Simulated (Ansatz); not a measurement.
# CH6GaN (built from SMILES [CH3][GaH][NH2]): search for a transition state

Aim: find the saddle point of a 1,2-elimination that is to form C2–H4 and break Ga1–C2, N3–H4, prove it by its vibrations, and relax downhill on both sides to see what it joins.

The runs use Ansatz 0.2.0, Gaussian basis; PBE0-D4, def2-SVP first, then def2-TZVP.

114 further runs of the same task are left out: 114 set aside as unsound or not needed.

## 1. The starting structure

The guess: 9 atoms, charge 0, spin multiplicity 1.

Atoms are counted from 1 here; the program's logs count them from 0.

Bond lengths: Ga1–C2 2.326 Å, Ga1–N3 1.758 Å, Ga1–H4 1.883 Å, Ga1–H5 1.598 Å, C2–H6 1.092 Å, C2–H7 1.097 Å, C2–H8 1.092 Å, N3–H9 1.015 Å. Angles: C2–Ga1–N3 82.1°, C2–Ga1–H4 37.7°, C2–Ga1–H5 118.7°, N3–Ga1–H4 44.4°, N3–Ga1–H5 159.2°, H4–Ga1–H5 156.3°, Ga1–C2–H6 123.7°, Ga1–C2–H7 87.9°, Ga1–C2–H8 120.2°, H6–C2–H7 105.1°, H6–C2–H8 108.8°, H7–C2–H8 105.4°, Ga1–N3–H9 141.0°.

Coordinates:

```xyz
9
charge 0, multiplicity 1
Ga   -1.2752   -0.0114   -0.2213
C     0.9314    0.6934   -0.0094
N    -0.5797   -1.5450    0.2840
H     0.4476   -0.6222    0.2310
H    -2.3780    1.0496   -0.6829
H     1.7328    0.3889   -0.6862
H     0.6091    1.6771   -0.3728
H     1.3568    0.8753    0.9801
H    -0.8447   -2.5056    0.4774
```

Distances that are to change: C2–H4 1.42 Å, Ga1–C2 2.33 Å, N3–H4 1.38 Å.

## 2. Constrained relaxation of the guess

hold/in.yaml

```yaml
crystal:
  periodic: [false, false, false]
  atoms:
    - {symbol: Ga, position_ang: [-1.275200, -0.011400, -0.221300]}
    - {symbol: C, position_ang: [0.931400, 0.693400, -0.009400]}
    - {symbol: N, position_ang: [-0.579700, -1.545000, 0.284000]}
    - {symbol: H, position_ang: [0.447600, -0.622200, 0.231000]}
    - {symbol: H, position_ang: [-2.378000, 1.049600, -0.682900]}
    - {symbol: H, position_ang: [1.732800, 0.388900, -0.686200]}
    - {symbol: H, position_ang: [0.609100, 1.677100, -0.372800]}
    - {symbol: H, position_ang: [1.356800, 0.875300, 0.980100]}
    - {symbol: H, position_ang: [-0.844700, -2.505600, 0.477400]}
basis:
  gaussian: {orbitals: def2-SVP}
hamiltonian: {xc: pbe0, dispersion: d4}
relax: {f_tol: 0.04, max_steps: 150, escape_saddle: false, constraints: [{distance: [1, 3]}, {distance: [0, 1]}, {distance: [2, 3]}]}
```

Run with:

```sh
> ansatz run in.yaml --threads 4 --pin off --events-out ev --progress --plain --max-ram 9574MiB
```

Further steps of the session: Force constants to start from; Saddle search in the small basis; Saddle search in triple zeta; Checking the order of the point; Relaxing after a step of 0.30 Å one way along the mode; Relaxing after a step of 0.30 Å the other way along the mode.

Q: Predict the outcome of this session. Wanted: imaginary mode; barrier from the start side; barrier from the end side; energy of the step; pairs that change; zero-point energy at the saddle.

**Answer**, as computed:

| quantity | value |
| --- | --- |
| imaginary mode | 1568i cm⁻¹ |
| barrier from the start side | 75.2 kcal/mol |
| barrier from the end side | 22.9 kcal/mol |
| energy of the step | +52.3 kcal/mol |
| pairs that change | C2–H4 formed, Ga1–C2 broken, N3–H4 broken |
| zero-point energy at the saddle | 1.680 eV |

**Reading.** One imaginary mode, 1568i cm⁻¹, makes this a first-order saddle. Going downhill both ways gives the intended start and end. At PBE0-D4/def2-TZVP the electronic barrier is 75.2 kcal/mol, about 127 kT at 298 K, and the step runs 52.3 kcal/mol uphill. With so stiff a mode tunnelling counts: Wigner's rough correction is a factor of 3.4 at 298 K. These are plain relaxations, not an intrinsic reaction coordinate. The ends are the nearest minima, not always the lowest complexes.
